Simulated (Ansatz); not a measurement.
# ZnIr: the cost of one run

Program: Ansatz 0.2.0. Level of theory: DFT PBEsol, scalar-relativistic, plane waves, PAW. These are calculated values, not measurements.

## Step 1: The structure to begin with

It takes space group P-6m2 (No. 187, hexagonal). Conventional cell: a = 2.777 Å, b = 2.777 Å, c = 4.164 Å, α = 90.00°, β = 90.00°, γ = 120.00°. Zn (site symmetry -6m2) has 6 Ir at 2.63 Å and 6 Zn at 2.78 Å as nearest neighbours. Ir (site symmetry -6m2) has 6 Zn at 2.63 Å and 6 Ir at 2.78 Å as nearest neighbours.

Coordinates:

```
Zn Ir
1.0
     2.77718    0.00000    0.00000
    -1.38859    2.40511    0.00000
     0.00000    0.00000    4.16386
Zn Ir
1 1
Cartesian
  1.3886 0.8017 2.0819
  0.0000 0.0000 0.0000
```

The structure comes from the Materials Project (structure only).

## Step 2: A distortion that keeps the symmetry

What differs from the listed cell: strain xx, yy, zz, yz, xz, xy = +2.3, +2.3, +3.8, +0.0, +0.0, +0.0 %.

Contents of input.yaml:

```yaml
crystal:
  lattice:
    - [2.8408320036, 0.0, 0.0]
    - [-1.4204160018, 2.4602326831, 0.0]
    - [0.0, 0.0, 4.3217557197]
  atoms:
    - { symbol: Zn, position: [0.66666667, 0.33333333, 0.5] }
    - { symbol: Ir, position: [0.0, 0.0, 0.0] }
basis:
  ecutwfc: 420
kpoints:
  mp_grid: { grid: [18, 18, 10] }
hamiltonian:
  xc: pbesol
scf:
  occupations: { method: gaussian, width: 0.1 }
output:
  forces: true
  stress: true
  eigenvalues: true
```

Launch:

```sh
$ ansatz run input.yaml --threads 1 --pin off --max-ram 1331MiB --backend cpu --events-out ev --progress --plain --runs-dir out
```

What time and memory should one allow on 1 thread of an x86-64 CPU, shared host?

About 6.4 s, with a peak of 0.54 GiB.
